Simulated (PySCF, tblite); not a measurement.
# C₃H₃AlF₃N: geometry, infrared bands and NMR shifts

Aim: predict the infrared bands and NMR shifts of C₃H₃AlF₃N (`[F][Al@H-]1[N+]#CC[C]1(F)F`).

Programs: tblite 0.8.0 and PySCF 2.14.0, with density-fitted response routines of our own. Each step states its level of theory. These are calculated values for one molecule in the gas phase, unless marked as measured. Atoms are numbered from 0 throughout.

**1. The starting structure**

11 atoms, charge 0, multiplicity 1; geometry from: force field or distance geometry start.

Bonds of the start (Å): F0–Al1 1.80, Al1–N2 1.86, N2–C3 1.13, C3–C4 1.45, C4–C5 1.54, C5–F6 1.38, C5–F7 1.39, C5–Al1 2.07, Al1–H8 1.58, C4–H9 1.11, C4–H10 1.12.

**2. Relaxing the molecule with GFN2-xTB**

The job: settings as JSON, then the geometry in Å.

```
{"job": {"kind": "relax", "xc": "GFN2-xTB", "basis": "xTB"}, "charge": 0, "multiplicity": 1}
F     -3.146400     1.837800     1.747100
Al    -2.127600     1.210800     0.405700
N     -0.577000     2.223600     0.240300
C      0.073600     1.350500     0.538800
C      0.337400    -0.012800     0.971800
C     -1.125100    -0.505500     0.992200
F     -1.321700    -1.530400     0.088700
F     -1.486000    -0.893000     2.272200
H     -2.889300     1.039500    -0.971800
H      0.806900    -0.028500     1.973600
H      0.946100    -0.545700     0.203300
```

Run with:

```console
> OMP_NUM_THREADS=1 python probes_run.py task.json out
```

One launch serves the whole session: the jobs run in the order shown.

**Question.** This job is followed by: GFN2-xTB harmonic vibrations, gas phase; GIAO PBE0/pcSseg-1 NMR shielding, non-relativistic, gas phase. Predict these results of the whole session: strongest single infrared mode (GFN2-xTB); zero-point energy (GFN2-xTB); 13C shifts against TMS (PBE0/pcSseg-1); 1H shifts against TMS (PBE0/pcSseg-1); 19F shifts against CFCl3 (PBE0/pcSseg-1); 27Al shifts against AlH4- (PBE0/pcSseg-1); 15N shifts against NH3 (PBE0/pcSseg-1).

As calculated:

```
                                 quantity                     value
strongest single infrared mode (GFN2-xTB)     2278 cm⁻¹, 280 km/mol
             zero-point energy (GFN2-xTB)             34.5 kcal/mol
   13C shifts against TMS (PBE0/pcSseg-1)    159.2, 150.3, 34.3 ppm
    1H shifts against TMS (PBE0/pcSseg-1)      4.12, 3.15, 3.07 ppm
 19F shifts against CFCl3 (PBE0/pcSseg-1)  -87.8, -98.7, -165.1 ppm
27Al shifts against AlH4- (PBE0/pcSseg-1)                  30.6 ppm
   15N shifts against NH3 (PBE0/pcSseg-1)                 279.9 ppm
```

What this shows: Relaxing lowered the energy by 0.960 eV in 76 steps; the close pair that moved most is Al1–C3, from 2.210 to 2.455 Å. All 27 modes are real, so the xTB geometry is a minimum. The strongest single mode, at 2278 cm⁻¹, moves mainly C3 and N2. GFN2-xTB is a fitted tight-binding method: band positions and strengths are rough. Its intensities can rank the bands wrongly. At PBE0/pcSseg-1: The widest tensor belongs to N2: span 472 ppm, with a paramagnetic part of -348 ppm.
